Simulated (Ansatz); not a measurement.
# Li+ with GaCl₃: structure and interaction energy

The task here is to estimate one member of a computed series from the others.

The runs use Ansatz 0.2.0, Gaussian basis; PBE0-D4 structure, single points in def2-TZVPPD.

Levels: PBE-D4, revPBE-D4, BLYP-D4, r2SCAN-D4, B97M-V, PBE0-D4, B3LYP-D4, HSE06-D4, wB97X-V, wB97M-V, B2PLYP, Hartree-Fock, MP2, CCSD, CCSD(T). The reference is CCSD(T) extrapolated to the basis limit. For elements past Ar these valence bases correlate outer-core shells poorly and lack relativity, so that limit is rough.

Cores are frozen in the correlated methods. Filled d shells of the heavier atoms are correlated. The outer core shell of Li, Na, Mg and K is correlated. B3LYP uses VWN-RPA correlation. B2PLYP carries no dispersion term here.

164 further runs of the same task are left out: 1 that didn't finish, 163 set aside as unsound or not needed. Runs told in other sessions of the task aren't counted.

## Starting geometry

The pair, from a GFN2-xTB docking trial: 5 atoms, charge 1, spin multiplicity 1.

Atoms are counted from 1 here; the program's logs count them from 0.

Bond lengths: Li1–Cl4 2.251 Å, Li1–Cl5 2.247 Å, Cl2–Ga3 2.044 Å, Ga3–Cl4 2.138 Å, Ga3–Cl5 2.136 Å. Angles: Cl4–Li1–Cl5 95.1°, Cl2–Ga3–Cl4 129.0°, Cl2–Ga3–Cl5 129.1°, Cl4–Ga3–Cl5 101.9°, Li1–Cl4–Ga3 81.4°, Li1–Cl5–Ga3 81.5°.

Coordinates:

| atom | x (Å) | y (Å) | z (Å) |
| --- | --- | --- | --- |
| Li1 | 0.2421 | -0.4497 | -2.1000 |
| Cl2 | -0.2999 | 0.5552 | 2.6732 |
| Ga3 | -0.0786 | 0.1447 | 0.6828 |
| Cl4 | 1.4733 | 0.7579 | -0.6536 |
| Cl5 | -1.3368 | -1.0081 | -0.6025 |

Atoms 1 to 1 are fragment A (Li+), the rest fragment B (GaCl₃).

Set-up of the first run:

The input, pre/in.yaml:

```yaml
crystal:
  periodic: [false, false, false]
  atoms:
    - {symbol: Li, position_ang: [0.242100, -0.449700, -2.100000]}
    - {symbol: Cl, position_ang: [-0.299900, 0.555200, 2.673200]}
    - {symbol: Ga, position_ang: [-0.078600, 0.144700, 0.682800]}
    - {symbol: Cl, position_ang: [1.473300, 0.757900, -0.653600]}
    - {symbol: Cl, position_ang: [-1.336800, -1.008100, -0.602500]}
basis:
  gaussian: {orbitals: def2-SVP}
total_charge: 1
hamiltonian: {xc: pbe, dispersion: d4}
relax: {f_tol: 0.03, max_steps: 250}
```

The run is started by

```sh
$ ansatz run in.yaml --threads 4 --pin off --events-out ev --progress --plain --max-ram 9574MiB
```

Steps of the session up to this table: A first relaxation in a small basis; Relaxation at PBE0-D4; wB97X-V/def2-TZVPPD; wB97M-V/def2-TZVPPD; B2PLYP/def2-TZVPPD; B97M-V/def2-TZVPPD; CCSD(T)/def2-TZVPPD; MP2/def2-QZVPPD; Hartree-Fock/STO-3G; SPW92/def2-SVP; wB97M-V/def2-SVP; CCSD(T)/def2-SVP; Vibrations of the pair.

One table of the session follows, with a row left open; its other results are not shown here.

| method | interaction (kcal/mol) |
| --- | --- |
| PBE-D4 | -31.30 |
| revPBE-D4 | -30.73 |
| BLYP-D4 | -31.26 |
| r2SCAN-D4 | -28.74 |
| B97M-V | -29.13 |
| PBE0-D4 | -31.13 |
| B3LYP-D4 | -31.34 |
| HSE06-D4 | -31.11 |
| wB97X-V | -30.03 |
| wB97M-V | -30.33 |
| B2PLYP | -29.90 |
| Hartree-Fock | -27.95 |
| MP2 | -28.03 |
| CCSD | ? |
| CCSD(T) | -28.05 |
| CCSD(T)/CBS | -29.89 |

Estimate the missing values for CCSD.

**Answer.** interaction (kcal/mol): -28.14. In the column «interaction (kcal/mol)» it lies between r2SCAN-D4 (-28.74) and CCSD(T) (-28.05).
